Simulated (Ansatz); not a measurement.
# Searching the electronic states of FeSn2F12, part 2 of 2

Aim: see which self-consistent states FeSn2F12 reaches from different starts at one fixed geometry, and which of them is lowest. We look at FeSn2F12: a supercell of a measured crystal with one cation replaced (not relaxed), with 15 atoms per cell. One Sn of COD entry 1528582 is replaced by Fe, with no charge compensation.

Ansatz 0.2.0; DFT PBE, PAW, plane waves, scalar-relativistic.

## (7) Usual moment, Broyden mixing, no switch to direct minimisation

Input file input.yaml:

```yaml
crystal:
  lattice:
    - [-2.025, 2.025, 3.965]
    - [2.025, -2.025, 3.965]
    - [6.075, 6.075, -11.895]
  atoms:
    - { symbol: Sn, position: [0.0, 0.0, 0.0] }
    - { symbol: Sn, position: [0.0, 0.0, 0.33333333] }
    - { symbol: Fe, position: [0.0, 0.0, 0.66666667], spin: 4.0 }
    - { symbol: F, position: [0.237, 0.237, 0.0] }
    - { symbol: F, position: [0.237, 0.237, 0.33333333] }
    - { symbol: F, position: [0.237, 0.237, 0.66666667] }
    - { symbol: F, position: [0.763, 0.763, 0.0] }
    - { symbol: F, position: [0.763, 0.763, 0.33333333] }
    - { symbol: F, position: [0.763, 0.763, 0.66666667] }
    - { symbol: F, position: [0.5, 0.0, 0.16666667] }
    - { symbol: F, position: [0.5, 0.0, 0.5] }
    - { symbol: F, position: [0.5, 0.0, 0.83333333] }
    - { symbol: F, position: [0.0, 0.5, 0.16666667] }
    - { symbol: F, position: [0.0, 0.5, 0.5] }
    - { symbol: F, position: [0.0, 0.5, 0.83333333] }
magnetization:
  spin_polarized: true
hamiltonian:
  xc: pbe
  pseudopotentials: { kind: paw }
basis:
  ecutwfc: 420
kpoints:
  mp_grid: { grid: [3, 3, 1] }
scf:
  occupations: { method: gaussian, width: 0.01 }
  lower_state_search: "off"
  algorithm: density_mixing
  mixing: { algorithm: broyden, beta: 0.3 }
output:
  forces: true
  stress: true
```

Launch:

```
ansatz run input.yaml --threads 4 --pin off --max-ram 9216MiB --backend cpu --events-out ev --progress --plain --runs-dir out
```

What it wrote, shortened:

```text
[... 25 lines as in an earlier run ...]
Starting moments: Σ|m| = 4 μB on 1 of 15 sites
[... 2 lines as in an earlier run ...]
SCF iter   1: F=—  HF=-26254.505551 eV  |F-HF|=—  |Δ(HF+E_count)|=         —  Δρ=2.75e-1 (↑9.90e-2 ↓2.75e-1)  dr2=2.70e2  dr2_m=1.77e1  M=1.081 μB ∫|m|=1.101 μB  β_m=0.30  ethr=3.10e-3  ⟨swp⟩=6.0  Hψ=2572  notcnv=0  defer=4
[... 2 lines as in an earlier run ...]
[...]
spin-set hold released at iteration 4 (the charge has settled, or the pull on large starting moments outlasts its swing): the magnetisation degrees of freedom join the quasi-Newton model from the next iteration; the mixer history was flushed
[...]
SCF iter  17: F=-26227.917763 eV  HF=-26227.917763 eV  |F-HF|=5.29e-8  |Δ(HF+E_count)|=   6.40e-7  Δρ=4.42e-6 (↑4.42e-6 ↓4.13e-6)  dr2=7.84e-8  dr2_m=5.50e-10  M=4.000 μB ∫|m|=4.199 μB  ethr=7.81e-11  ⟨swp⟩=3.1  Hψ=2432  notcnv=0
[...]
this state was not tested for a lower state beside it, because the mixer in use, unlike msr1, does not test its closes by its own steps (another_mixer; see scf.mixing.algorithm and scf.lower_state_search)
SCF converged after 17 iterations
Magnetization: 4.0000 μB (66.0000 up, 62.0000 down)
Absolute magnetization: 4.2115 μB (∫|ρ↑−ρ↓|, with the PAW one-centre terms)
Spin contamination: 0.0792 ħ² per cell (⟨S²⟩ above its minimum at these occupations)
[...]
Free energy (F): -26227.917763 eV
[...]
E sigma→0 (E₀):  -26227.917763 eV
Fermi energy:    2.359676 eV
[... 37 lines left out: energy terms, forces, stress ...]
```

It took 2.6 s on 4 threads of AMD EPYC 9R45 (Zen 5), shared host; peak memory 0.74 GiB.

The run ends in the same state as step 2 (ferromagnetic); it took 17 iterations.

## (8) Usual moment, spin not held back in the first iterations, no switch to direct minimisation

Edit input.yaml of step 7 so:

```diff
@@ -34,3 +34,3 @@
   algorithm: density_mixing
-  mixing: { algorithm: broyden, beta: 0.3 }
+  mixing: { spin_hold: "off" }
 output:
@@ -38 +38,5 @@
   stress: true
+  write_density: true
+  write_potential: true
+  elf: true
+  volumetric_format: npy
```

Launch:

```
ansatz run input.yaml --threads 4 --pin off --max-ram 9216MiB --backend cpu --events-out ev --progress --plain --runs-dir out
```

What it wrote, shortened:

```text
[... 25 lines as in an earlier run ...]
Starting moments: Σ|m| = 4 μB on 1 of 15 sites
[... 2 lines as in an earlier run ...]
SCF iter   1: F=—  HF=-26254.363030 eV  |F-HF|=—  |Δ(HF+E_count)|=         —  Δρ=2.79e-1 (↑9.39e-2 ↓2.79e-1)  dr2=2.69e2  dr2_m=1.95e1  M=1.151 μB ∫|m|=1.210 μB  β_m=0.30  ethr=3.10e-3  ⟨swp⟩=6.0  Hψ=2578  notcnv=0  defer=3
[...]
[... 1 line as in an earlier run ...]
[...]
SCF iter  15: F=-26227.917763 eV  HF=-26227.917763 eV  |F-HF|=2.44e-8  |Δ(HF+E_count)|=   2.72e-8  Δρ=2.94e-6 (↑1.36e-6 ↓2.94e-6)  dr2=2.74e-8  dr2_m=1.62e-9  M=4.000 μB ∫|m|=4.199 μB  ethr=7.81e-11  ⟨swp⟩=15.4  Hψ=5459  notcnv=0
[...]
SCF converged after 15 iterations
Magnetization: 4.0000 μB (66.0000 up, 62.0000 down)
Absolute magnetization: 4.2115 μB (∫|ρ↑−ρ↓|, with the PAW one-centre terms)
Spin contamination: 0.0792 ħ² per cell (⟨S²⟩ above its minimum at these occupations)
[...]
Free energy (F): -26227.917763 eV
[...]
E sigma→0 (E₀):  -26227.917763 eV
Fermi energy:    2.359622 eV
[... 42 lines left out: energy terms, forces, stress, bands ...]
```

It took 2.9 s on 4 threads of AMD EPYC 9R45 (Zen 5), shared host; peak memory 0.73 GiB.

The run ends in the same state as step 2 (ferromagnetic); it took 15 iterations.

## (9) All ends together

| step | iterations | state | moments of Fe3 (μB) | total (μB) | gap (eV) | pressure (GPa) | above lowest (meV/atom) |
| --- | --- | --- | --- | --- | --- | --- | --- |
| 2 | 16 | 1 | 3.14 | 4.00 | 0.50 | 1.3 | 0.0 |
| 3 | 14 | 2 | 0.00 | 0.00 | 0.02 | -0.5 | 121 |
| 4 | 24 | 1 | 3.14 | 4.00 | 0.50 | 1.3 | 0.0 |
| 5 | 33 | 1 | 3.14 | 4.00 | 0.50 | 1.3 | 0.0 |
| 6 | 17 | 1 | 3.14 | 4.00 | 0.50 | 1.3 | 0.0 |
| 7 | 17 | 1 | 3.14 | 4.00 | 0.50 | 1.3 | 0.0 |
| 8 | 15 | 1 | 3.14 | 4.00 | 0.50 | 1.3 | 0.0 |

States are numbered from the lowest. Starts by step: 2 usual moment, plain SCF; 3 no spin polarisation; 4 spin on, no moments given (the program may seed its own), plain SCF; 5 usual moment scaled by 0.1, plain SCF; 6 moments + scaled by 0.5, plain SCF; 7 usual moment, Broyden mixing, no switch to direct minimisation; 8 usual moment, spin not held back in the first iterations, no switch to direct minimisation.

The 7 runs of this session took 22 s in all, from 2.1 s to 4.3 s each.

Decimal logarithm of the largest residual (eV) by iteration, counted through all cycles of a run:

| iteration | step 2 | step 3 | step 4 | step 5 | step 6 | step 7 | step 8 |
| --- | --- | --- | --- | --- | --- | --- | --- |
| 1 | 2.4 | -0.5 | 2.5 | 2.5 | 2.5 | 2.4 | 2.4 |
| 2 | 2.3 | 0.0 | 2.6 | 2.6 | 1.7 | 2.3 | 2.3 |
| 3 | 1.2 | -0.9 | 1.2 | 1.1 | 1.1 | 1.2 | 1.1 |
| 4 | 0.3 | -1.4 | 0.6 | 0.6 | 2.0 | 0.7 | 0.6 |
| 5 | 1.0 | -1.9 | 0.4 | 0.5 | 0.6 | 0.5 | -0.3 |
| 7 | -1.5 | -2.1 | 0.2 | -0.4 | -0.2 | -0.7 | -1.8 |
| 10 | -2.9 | -4.5 | 1.2 | 0.4 | -2.1 | -2.9 | -3.4 |
| 13 | -4.9 | -6.8 | -0.7 | 0.6 | -3.9 | -3.8 | -6.1 |
| 16 | -7.4 | - | -4.1 | 0.5 | -6.6 | -5.7 | - |
| 18 | - | - | -5.2 | 0.5 | - | - | - |
| 21 | - | - | -7.2 | 0.3 | - | - | - |
| 24 | - | - | -8.3 | -0.2 | - | - | - |
| 27 | - | - | - | -3.1 | - | - | - |
| 30 | - | - | - | -5.2 | - | - | - |
| 33 | - | - | - | -7.9 | - | - | - |

## (10) What came out

The summary covers parts 1 to 2.

| quantity | value |
| --- | --- |
| distinct states | 2 from 7 converged runs |
| lowest state from plain starts | ferromagnetic |
| its moments | Fe3 3.14 μB |
| total moment | 4.00 μB per cell |
| gap on the k-mesh | 0.50 eV |
| pressure | 1.3 GPa |
| largest force | 2.842 eV/Å |
| next state | non-magnetic (no spin polarisation), 121 meV/atom higher |

In words: 7 runs converged, to 2 different states. Switching spin polarisation off costs 121 meV/atom in free energy, smearing entropy included. The search isn't exhaustive: larger magnetic cells and non-collinear orders weren't tried. The cell holds one magnetic atom, so no order but the parallel one can form in it. The mesh is coarse, so energy differences (and at times their sign) aren't converged.

These are semilocal Kohn-Sham gaps, which aren't the measured quantity. Such gaps usually fall short of the measured ones.
